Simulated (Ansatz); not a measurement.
**Zinc, diamond under LDA: ground state and equation of state**

Aim: take zinc in the diamond structure, relax it, solve it on a dense k-mesh, switch on spin-orbit coupling, then scale the cell to 7 volumes from 88 to 112 % of the relaxed one and try a fit of the equation of state. The k-meshes are 10×10×10 for the relaxation; 16×16×16 for the dense run; 10×10×10 for spin-orbit coupling; 11×11×11 for the volumes.

This is Zn in the diamond structure; at room conditions it is hcp.

Program: Ansatz 0.2.0. Level of theory: DFT LDA (PW92), plane waves (420 eV) with PAW, scalar-relativistic; the PAW data stem from PBE, with regenerated cores. These are calculated values, not measurements.

**1. The starting structure**

It takes space group Fd-3m (No. 227, cubic). Conventional cell: a = 5.477 Å, b = 5.477 Å, c = 5.477 Å, α = 90.00°, β = 90.00°, γ = 90.00°. Around Zn (site symmetry -43m) lie 4 Zn at 2.37 Å.

Structure file:

```xyz
2
Lattice="0.0000 2.7384 2.7384 2.7384 0.0000 2.7384 2.7384 2.7384 0.0000" Properties=species:S:1:pos:R:3 pbc="T T T"
Zn    0.6846    0.6846    0.6846
Zn    4.7922    4.7922    4.7922
```

**2. Geometry optimisation**

File input.yaml:

```yaml
crystal:
  lattice:
    - [0.0, 2.7383746181, 2.7383746181]
    - [2.7383746181, 0.0, 2.7383746181]
    - [2.7383746181, 2.7383746181, 0.0]
  atoms:
    - { symbol: Zn, position: [0.125, 0.125, 0.125] }
    - { symbol: Zn, position: [0.875, 0.875, 0.875] }
hamiltonian:
  xc: lda
  pseudopotentials:
    kind: paw
    azcp:
      Zn: "pseudopotentials/Zn.paw.azcp"
basis:
  ecutwfc: 420
  fft_grid_basis: typed
kpoints:
  mp_grid: { grid: [10, 10, 10], shift: [0, 0, 0] }
magnetization:
  spin_polarized: false
scf:
  occupations: { method: fermi_dirac, width: 0.1 }
relax:
  max_steps: 60
  f_tol: 0.01
  cell: {}
output:
  write_density: true
  write_potential: true
  elf: true
  volumetric_format: npy
```

Run with:

```sh
$ ansatz run input.yaml --threads 2 --pin off --max-ram 5120MiB --backend cpu --events-out ev --progress --plain --runs-dir out
```

Further steps of the session: The energy on a finer k-mesh; Spin-orbit coupling switched on; At 88 % of the relaxed volume; At 92 % of the relaxed volume; At 96 % of the relaxed volume; At 100 % of the relaxed volume; At 104 % of the relaxed volume; At 108 % of the relaxed volume; At 112 % of the relaxed volume.

Before running it: what results should come out? Wanted: space group; conventional cell; volume; shortest distance; gap on the mesh; relative to hcp; V₀, B₀, B₀′.

**Answer**, as computed:

| quantity | value |
| --- | --- |
| space group (spins left aside) | Fd-3m (No. 227) |
| conventional cell | a = 5.549 Å |
| volume | 21.360 Å³/atom |
| shortest distance | 2.403 Å |
| gap on the mesh | none (levels filled in part) |
| relative to hcp | +620 meV/atom |
| V₀, B₀, B₀′ | 21.331 Å³/atom, 43 GPa, 5.4 |

What this shows: The relaxation enlarged the cell by 4.0 % in volume. It lies 620 meV/atom above the element's reference form at the same level (hcp, from a run of its own), so it is far from stable. Levels at the Fermi energy are filled in part, as in a metal. The total energy of the spin-orbit run (on a coarser mesh) lies -60 meV/atom from the scalar one; mesh and treatment of the core enter this figure, so it is no spin-orbit energy. B₀ comes out at 43 GPa. The symmetry was held, so the structure may be unstable against distortions that break it.
